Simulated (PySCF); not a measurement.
# One shape, several levels: GeH2Cl− (SMILES [Cl][GeH2-])

Wanted: a comparison of 3 runs (PBE/STO-3G, SVWN5/STO-3G, CCSDTQ/STO-3G) of GeH2Cl−. Input form: a Python script.

Program for the calculation: PySCF 2.14.0.

## 1. The structure to begin with

GeH2Cl− has 4 atoms, charge -1, and is taken as a singlet. As SMILES, `[Cl][GeH2-]`. Geometry: a GFN2-xTB relaxation, a rough one for these elements and not checked as a minimum.

Bond lengths: Cl1–Ge2 2.321 Å, Ge2–H3 1.756 Å, Ge2–H4 1.757 Å. Angles: Cl1–Ge2–H3 93.9°, Cl1–Ge2–H4 93.5°, H3–Ge2–H4 86.7°.

## 2. The energy at PBE/STO-3G (run 1)

File input.py:

```python
# [Cl][GeH2-]
from pyscf import gto, dft

system = gto.M(
    atom='''
Cl    -2.959349     0.736483     1.916976
Ge     0.068521    -1.524253    -0.309613
H      0.287012     0.725768    -2.738024
H      2.603816     0.062002     1.130680
''',
    max_memory=1860,
    charge=-1,
    verbose=3,
    basis='sto-3g',
    unit='bohr',
)

mf = dft.RKS(system)
mf.xc = 'pbe'
mf.grids.level = 5
mf.conv_tol = 1e-10
mf.kernel()
if not mf.converged:
    mf = mf.newton().run(mf.mo_coeff, mf.mo_occ)

etot = mf.e_tot
print(f'total energy: {etot:.8f} hartree')
```

The run is started by

```bash
$ OMP_NUM_THREADS=1 python input.py
```

The log of the run:

```text
converged SCF energy = -2508.74344705667
total energy: -2508.74344706 hartree
```

Wall time 3.9 s (1 thread of Arm Neoverse V2, shared host); peak memory 0.23 GiB.

## 3. A single-point energy at SVWN5/STO-3G (run 2)

File input.xyz:

```xyz
4

Cl    -1.566020     0.389730     1.014420
Ge     0.036260    -0.806600    -0.163840
H      0.151880     0.384060    -1.448900
H      1.377880     0.032810     0.598330
```

File input.py:

```python
from pyscf import gto, dft

mol = gto.M(
    atom='input.xyz',
    basis='sto-3g',
    verbose=3,
    max_memory=1860,
    charge=-1,
    spin=0,
)

mf = dft.RKS(mol)
mf.xc = 'svwn'
mf.conv_tol = 1e-10
mf.grids.level = 5
mf.kernel()
if not mf.converged:
    mf = mf.newton().run(mf.mo_coeff, mf.mo_occ)

e_final = mf.e_tot
print('Final energy', e_final)
```

The run is started by

```bash
$ OMP_NUM_THREADS=1 python input.py
```

The log of the run:

```text
converged SCF energy = -2504.41085506198
Final energy -2504.4108550619835
```

Run time: 2.2 s. Hardware: 1 thread of Arm Neoverse V2, shared host; peak memory 0.14 GiB.

## 4. The energy at CCSDTQ/STO-3G (run 3)

File input.py:

```python
# [Cl][GeH2-]
from pyscf import gto, scf, cc

molecule = gto.Mole()
molecule.atom = '''
Cl    -1.566020     0.389730     1.014420
Ge     0.036260    -0.806600    -0.163840
H      0.151880     0.384060    -1.448900
H      1.377880     0.032810     0.598330
'''
molecule.basis = 'sto-3g'
molecule.max_memory = 1860
molecule.verbose = 4
molecule.charge = -1
molecule.build()

mf = scf.RHF(molecule)
mf.conv_tol = 1e-10
mf.kernel()
if not mf.converged:
    mf = mf.newton().run(mf.mo_coeff, mf.mo_occ)

mycc = cc.CCSDTQ(mf, frozen=14)
mycc.kernel()
energy = mycc.e_tot
print('E(%s) = %.9f' % ('CCSDTQ', energy))
```

The run is started by

```bash
$ OMP_NUM_THREADS=1 python input.py
```

The log of the run:

```text
PySCF version 2.14.0

[... 56 lines left out ...]
converged SCF energy = -2507.37828471757
[... 24 lines left out ...]
Init t2, MP2 energy = -2507.418367672108  E_corr(MP2) -0.040082954537
[... 15 lines left out ...]
RCCSDTQ converged
[... 3 lines left out ...]
E(CCSDTQ) = -2507.438860575
```

Run time: 13 s. Hardware: 1 thread of Arm Neoverse V2, shared host; peak memory 0.14 GiB.

## 5. The series

```csv
run,level,integration grid,frozen core orbitals,energy (Eh),HOMO energy (eV),LUMO energy (eV),HOMO–LUMO gap (eV),wall time
1,PBE/STO-3G,5,–,-2508.743447,7.23,9.88,2.65,3.9 s
2,SVWN5/STO-3G,5,–,-2504.410855,7.33,9.81,2.49,2.2 s
3,CCSDTQ/STO-3G,–,14,-2507.438861,0.69,15.35,14.66,13 s
```

## 6. Outcome

| quantity | value |
| --- | --- |
| run 3: total energy | -2507.43886 Eh |
| run 3: HOMO energy (Hartree–Fock orbitals) | 0.69 eV |
| run 3: LUMO energy (Hartree–Fock orbitals) | 15.35 eV |
| run 3: HOMO–LUMO gap (to an unbound level, set by the basis) | 14.66 eV |
| run 3: correlation energy (14 core orbitals frozen) | -60.6 mEh |
| run 3: T1 diagnostic | 0.006 |

What this shows: Totals of different functionals can't be ranked against each other. In runs 1, 2, 3 the HOMO lies above zero, so the outermost electron may be held by the basis alone. In runs 1, 2, 3 the basis is minimal, so the values are rough. All runs together took 19 s, the longest 13 s.
